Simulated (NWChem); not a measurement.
# HF/DGauss-DZVP run of C3H7Br (1-bromopropane)

What is the electronic atomisation energy of C3H7Br (1-bromopropane) at HF/DGauss-DZVP? 

The results are computed with NWChem 7.3.0.

### 1 The structure to begin with

The species is C3H7Br (11 atoms), meant as a singlet with charge 0. SMILES: `CCCBr`. The coordinates come from a PBE0-D4/def2-TZVP relaxation. This is one conformer, not always the lowest.

Bond lengths: C1–C2 1.517 Å, C2–C3 1.510 Å, C3–Br4 1.953 Å, C1–H5 1.092 Å, C1–H6 1.092 Å, C1–H7 1.093 Å, C2–H8 1.094 Å, C2–H9 1.098 Å, C3–H10 1.089 Å, C3–H11 1.088 Å. Some angles: C1–C2–C3 114.2°, C2–C3–Br4 112.5°, C1–C2–H8 110.4°, C1–C2–H9 109.7°, C3–C2–H8 109.3°, C3–C2–H9 106.4°, C2–C1–H5 111.0°, C2–C1–H6 110.9°, C2–C1–H7 111.1°, C2–C3–H10 112.1°.

### 2 A single-point energy at HF/DGauss-DZVP (run 1)

Contents of a.nw:

```
start a
title "C3H7Br"
memory stack 880 mb heap 220 mb global 1100 mb
geometry noautosym nocenter noautoz
   C    -0.555400    1.176300    0.174600
   C    -0.232700   -0.258200    0.548300
   C     0.751200   -0.933400   -0.376500
   Br    0.042600   -1.165200   -2.181600
   H    -1.020500    1.228900   -0.811600
   H    -1.242800    1.621500    0.896400
   H     0.349400    1.789900    0.151000
   H    -1.148000   -0.854800    0.598800
   H     0.212600   -0.288200    1.551000
   H     1.664500   -0.352300   -0.499500
   H     1.004600   -1.937400   -0.042700
end
basis "ao basis" spherical bse
   * library DGauss-DZVP
end
scf
   thresh 1e-08
   maxiter 80
   print low
end
task scf energy
```

Run with:

```console
$ nwchem a.nw > a.out
```

The program printed:

```text
[...]
  functions       =    83
[...]
  wavefunction    = RHF
[...]
         Total SCF energy =  -2689.539803248833
      One-electron energy =  -4226.763494355608
      Two-electron energy =   1291.681053208329
 Nuclear repulsion energy =    245.542637898445
        Time for solution =     23.9s
 Task  times  cpu:       24.5s     wall:       24.5s
[...]
```

Run time: 25 s. Hardware: 1 thread of Intel Xeon 6975P-C (Granite Rapids), shared host; peak memory 0.096 GiB.

### 3 The Br atom, same level (run 2)

Contents of nw.nw:

```
start nw
memory stack 880 mb heap 220 mb global 1100 mb

geometry units bohr noautosym nocenter noautoz
  Br   0.00000000   0.00000000   0.00000000
end

basis spherical bse
  * library DGauss-DZVP
end

scf
  doublet
  uhf
  thresh 1e-08
  maxiter 80
  print low
end

task scf energy
```

Run the same way, it converges to -2571.85090 Eh (log not shown).

Run 3 isn't shown in full; the table further down has it.

### 4 The H atom at the same level (run 4)

Contents of mymol.nw:

```
start mymol
memory 2200 mb

geometry noautosym nocenter noautoz
  H      0.000000     0.000000     0.000000
end

basis "ao basis" spherical bse
  H library DGauss-DZVP
end

scf
  doublet
  uhf
  thresh 1e-08
  maxiter 80
  print low
end

task scf energy
```

Run the same way, it converges to -0.49820 Eh (log not shown).

### 5 Overview of the runs

| run | level | partner | energy (Eh) | wall time |
| --- | --- | --- | --- | --- |
| 1 | HF/DGauss-DZVP | base | -2689.539803 | 25 s |
| 2 | UHF/DGauss-DZVP | atoms | -2571.850904 | 4.8 s |
| 3 | UHF/DGauss-DZVP | atoms | -37.680200 | 0.75 s |
| 4 | UHF/DGauss-DZVP | atoms | -0.498199 | 0.6 s |

### 6 Outcome

At HF/DGauss-DZVP:

| quantity | value |
| --- | --- |
| H atom: total energy | -0.49820 Eh |
| H atom: ⟨S²⟩ | 0.750 |
| electronic atomisation energy | 31.590 eV |

What this shows: Taking the molecule apart into free atoms costs 31.59 eV (728 kcal/mol), before zero-point energy and without spin-orbit coupling. Hartree–Fock lacks the correlation of the bonding pairs, which as a rule makes this value much too low; in minimal bases other errors can mask that. All runs together took 31 s, the longest 25 s.
